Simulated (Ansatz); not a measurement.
# ZrN (doublet): the correlation ladder, def2-TZVPP

An exercise on one series of results from a longer session: the logs are not shown, and one member is left open.

Program: Ansatz 0.2.0, Gaussian basis. Level of theory: def2-TZVPP, core rule «outside noble gas», up to 5 orbitals frozen. These are calculated values, not measurements.

The runs, in order: UHF; ROHF; CCSD(T) on UHF.

### What is computed

The geometry is a PBE0/def2-TZVP stationary point (not a proven minimum) of the parent state, kept for this charge and spin. No spin-orbit coupling is included. Elements past krypton take def2 core potentials.

2 atoms, charge 0, spin multiplicity 2.

Atoms are counted from 1 here; the program's logs count them from 0.

Bond lengths: Zr1–N2 1.771 Å.

Set-up of the first run:

The input, in.yaml:

```yaml
crystal:
  periodic: [false, false, false]
  atoms:
    - {symbol: Zr, position_ang: [0.000000, 0.000000, 0.000000]}
    - {symbol: N, position_ang: [0.000000, 0.000000, 1.771293]}
basis:
  gaussian: {orbitals: def2-TZVPP}
magnetization: {spin_polarized: true, initial_magnetization: 1}
hamiltonian: {xc: hf}
output: {orbitals: {seedname: orbitals}}
```

Command:

```console
$ ansatz run in.yaml --threads 1 --pin off --events-out ev --progress --plain --max-ram 2816MiB --backend cpu
```

Among the steps run: UHF; ROHF; CCSD(T) on UHF.

One table of the session follows, with a row left open; its other results are not shown here.

It belongs to the step «Misses and costs». 

| method | from UCCSD(T) (meV) |
| --- | --- |
| ROHF | +9166.5 |
| UHF | +8934.1 |
| UMP2 | ? |
| UCCSD | +621.5 |
| UCCSD(T) | 0 |

**Question.** Estimate the row for UMP2.

The run gave: from UCCSD(T) (meV): +853.0. In the column «from UCCSD(T) (meV)» it lies between UCCSD (+621.5) and UHF (+8934.1).

The program flags UCCSD(T) as in doubt (see the logs), so the zero of the table is itself unsure.

Caveats from the session: The determinant is far from a pure spin state, so its energy mixes those of several spin states (harmless only where they are near-degenerate, as at dissociation). The program flags UCCSD(T) as in doubt, so the zero of the table is itself unsure.
